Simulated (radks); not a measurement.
# Polarisabilities and dispersion coefficients of Pd⁺, Br⁺, Kr and others

Aim: static dipole polarisabilities and C6 coefficients, each species in its NIST ground configuration. After each ground state the linear response is solved; its values go to the run's result record, not to the log. Response by self-consistent Sternheimer equations with the Hartree and adiabatic LDA kernel.

Method: non-relativistic Kohn-Sham, LDA (Slater exchange, Perdew-Wang correlation), spin-polarised, spherical densities, point nucleus; open shells are filled with parallel spins first. Code: radks (a radial shooting solver on a logarithmic mesh, Libxc functionals) version 1.

### 1 The system

```
species : Pd⁺ ([Kr] 4d9), Br⁺ ([Ar] 3d10 4s2 4p4), Kr ([Kr]), Ne⁺ ([He] 2s2 2p5), Ge ([Ar] 3d10 4s2 4p2), Cu ([Ar] 3d10 4s1), Be³⁺ (1s1)
```

### 2 Pd⁺, [Kr] 4d9

Settings of this run:

```text
Z 46
configuration [Kr] 4d9
relativity non-relativistic
functional lda,pw
spin polarised
nucleus point
response adiabatic LDA kernel
```

### 3 Br⁺, [Ar] 3d10 4s2 4p4

Settings of this run:

```text
Z 35
configuration [Ar] 3d10 4s2 4p4
relativity non-relativistic
functional lda,pw
spin polarised
nucleus point
response adiabatic LDA kernel
```

### 4 Kr, [Kr]

Settings of this run:

```text
Z 36
configuration [Kr]
relativity non-relativistic
functional lda,pw
spin polarised
nucleus point
response adiabatic LDA kernel
```

### 5 Ne⁺, [He] 2s2 2p5

Input: that of step 4 with these lines changed.

```diff
@@ -1,3 +1,3 @@
-Z 36
-configuration [Kr]
+Z 10
+configuration [He] 2s2 2p5
 relativity non-relativistic
```

### 6 Ge, [Ar] 3d10 4s2 4p2

Settings of this run:

```text
Z 32
configuration [Ar] 3d10 4s2 4p2
relativity non-relativistic
functional lda,pw
spin polarised
nucleus point
response adiabatic LDA kernel
```

### 7 Cu, [Ar] 3d10 4s1

Settings of this run:

```text
Z 29
configuration [Ar] 3d10 4s1
relativity non-relativistic
functional lda,pw
spin polarised
nucleus point
response adiabatic LDA kernel
```

### 8 Be³⁺, 1s1

Settings of this run:

```text
Z 4
configuration 1s1
relativity non-relativistic
functional lda,pw
spin polarised
nucleus point
response adiabatic LDA kernel
```

**Question.** What will these runs give? Wanted: for each run, species; −ε(HOMO); α; α uncoupled; C6; C8; recommended α.

As calculated:

| species | −ε(HOMO) (eV) | α (bohr³) | α uncoupled (bohr³) | C6 (hartree bohr⁶) | C8 (hartree bohr⁸) | recommended α (bohr³) |
| --- | --- | --- | --- | --- | --- | --- |
| Pd⁺ | 14.784 | 11.61 | 17.83 | 70.56 | - | - |
| Br⁺ | 16.767 | 12.70 | 19.85 | 79.22 | - | - |
| Kr | 9.422 | 18.04 | 27.78 | 140.8 | 4612 | 16.78 |
| Ne⁺ | 31.388 | 1.408 | 1.662 | 2.478 | - | - |
| Ge | 4.502 | 44.28 | 62.64 | 383.4 | - | 40 |
| Cu | 5.001 | 41.52 | 62.10 | 266.8 | 12666 | 46.5 |
| Be³⁺ | 190.06 | 0.01896 | 0.01891 | 0.001764 | 0.002255 | - |

In words: Uncoupled leaves out the potential induced by the response; C6 and C8 are for like pairs. Ge is the most polarisable and Be³⁺ the least, a factor 2336 apart. For the pair Ge–Be³⁺ the Casimir-Polder integral gives C6 = 0.3733, the rule 2·Ca·Cb/(Ca·αb/αa + Cb·αa/αb) on the like-pair values 0.3157. Against the recommended values (Schwerdtfeger and Nagle, 2023 table) the misses are Kr +8 %, Ge +11 %, Cu -11 %. C8 is given only where no p, d or f shell is open. For heavy and open-shell atoms this level can miss by tens of per cent.
